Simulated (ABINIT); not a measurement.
Input of an ABINIT 10.8.3 (patched build) run:

run.abi

```
# Datasets: one volume each
ndtset 7
scalecart1 3*0.9795861087
scalecart2 3*0.9864848297
scalecart3 3*0.9932883884
scalecart4 3*1.0000000000
scalecart5 3*1.0066227096
scalecart6 3*1.0131594038
scalecart7 3*1.0196128224

# Pseudopotentials
pp_dirpath "./"
pseudos "Cu.GGA_PBE-JTH.xml, O.GGA_PBE-JTH.xml"

# Structure
acell 4.6562188745 4.6562188745 4.6562188745 Angstrom
rprim
    -0.4344688372     0.4344688372     0.7889699988
     0.4344688372    -0.4344688372     0.7889699988
     0.4344688372     0.4344688372    -0.7889699988
ntypat 2
znucl 29 8
natom 5
typat 1 1 1 2 2
xred
     0.0000000000     0.0000000000     0.0000000000
     0.7500000000     0.2500000000     0.5000000000
     0.2500000000     0.7500000000     0.5000000000
     0.5000000000     0.0000000000     0.5000000000
     0.0000000000     0.5000000000     0.5000000000

# Plane-wave basis
ecut 707.496042 eV
pawecutdg 48.0
pawxcdev 0

# k points
kptopt 1
ngkpt 9 9 9
nshiftk 1
shiftk 0.0 0.0 0.0

# Exchange and correlation
ixc -116133

# Bands and occupations
nband 42
occopt 3
tsmear 0.00183747

# SCF cycle
nstep 100
tolvrs 1.0e-9

# Output
iomode 3
prtwf 0
prtden 0
prteig 0
prtebands 0
```

Potentials or basis: JTH PAW PBE v2.0.

Command:

```console
$ mpirun --bind-to none -np 4 abinit run.abi > log 2>&1
```

(1) Estimate the bulk modulus at fixed shape and positions.

(2) What does it give for the equilibrium volume?

(3) Estimate the pressure derivative of the bulk modulus.

Results:

(1) 153 GPa.

(2) 11.56 Å³/atom.

(3) 4.9.

Caveat: pressures at fixed basis lie under the slope of the energies; the cell was scaled at fixed shape and fractional positions, which overstates the stiffness of a crystal with free parameters, most of all of layers and chains; the PAW data sets were made with another functional, which shifts forces and pressure a little; the run has no spin polarisation, though such a crystal can be magnetic; the atomic spheres overlap.
